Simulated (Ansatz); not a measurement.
# LaAs: a single-point run

Aim: a sound single-point run of LaAs. The structure is shown as the input types it.

Method: DFT, PBEsol, all-electron LAPW, scalar-relativistic, in Ansatz 0.2.0.

### Step 1. The starting structure

The structure is cubic, space group Fm-3m (No. 225). Conventional cell: a = 6.198 Å, b = 6.198 Å, c = 6.198 Å, α = 90.00°, β = 90.00°, γ = 90.00°. La (site symmetry m-3m) has 6 As at 3.10 Å as nearest neighbours. As (site symmetry m-3m) has 6 La at 3.10 Å as nearest neighbours.

Coordinates:

```cif
data_structure
_symmetry_space_group_name_H-M 'Fm-3m'
_symmetry_Int_Tables_number 225
_cell_length_a 6.1982
_cell_length_b 6.1982
_cell_length_c 6.1982
_cell_angle_alpha 90.000
_cell_angle_beta 90.000
_cell_angle_gamma 90.000
_cell_volume 238.12
loop_
_atom_site_label
_atom_site_type_symbol
_atom_site_symmetry_multiplicity
_atom_site_Wyckoff_symbol
_atom_site_fract_x
_atom_site_fract_y
_atom_site_fract_z
_atom_site_occupancy
La1 La 4 a 0.00000 0.00000 0.00000 1
As1 As 4 b 0.50000 0.00000 0.00000 1
```

### Step 2. Input and run

input.yaml

```yaml
crystal:
  lattice:
    - [0.0, 3.0990845977, 3.0990845977]
    - [3.0990845977, 0.0, 3.0990845977]
    - [3.0990845977, 3.0990845977, 0.0]
  atoms:
    - { symbol: La, position: [0.0, 0.0, 0.0] }
    - { symbol: As, position: [0.5, 0.5, 0.5] }
kpoints:
  mp_grid: { grid: [10, 10, 10] }
  band_path:
    path:
      - [0.0, 0.0, 0.0]
      - [0.5, 0.0, 0.5]
      - [0.625, 0.25, 0.625]
      - [0.375, 0.375, 0.75]
      - [0.0, 0.0, 0.0]
      - [0.5, 0.5, 0.5]
      - [0.5, 0.25, 0.75]
      - [0.5, 0.0, 0.5]
    npoints: 14
scf:
  occupations: { method: fixed }
  max_iter: 75
hamiltonian:
  xc: pbesol
  pseudopotentials: { kind: all_electron, lapw: { basis_error: 0.001 } }
output:
  forces: true
  stress: true
  eigenvalues: true
  populations: true
```

Run with:

```bash
ansatz run input.yaml --threads 1 --pin off --max-ram 2048MiB --backend cpu --events-out ev --progress --plain --runs-dir out
```

**Question.** How will this run end, and is anything wrong with its input?

The program finished normally, with warnings (band overlap at count, metallic iterate). That alone doesn't make the input a sound one.

Look at the input: scf.occupations.method is fixed; scf.occupations.width is missing. The risk: fixed occupations where they can't hold. It still converged here, which does not make the setting sound.

To check: set scf.occupations.method to fermi_dirac and scf.occupations.width to 0.05.
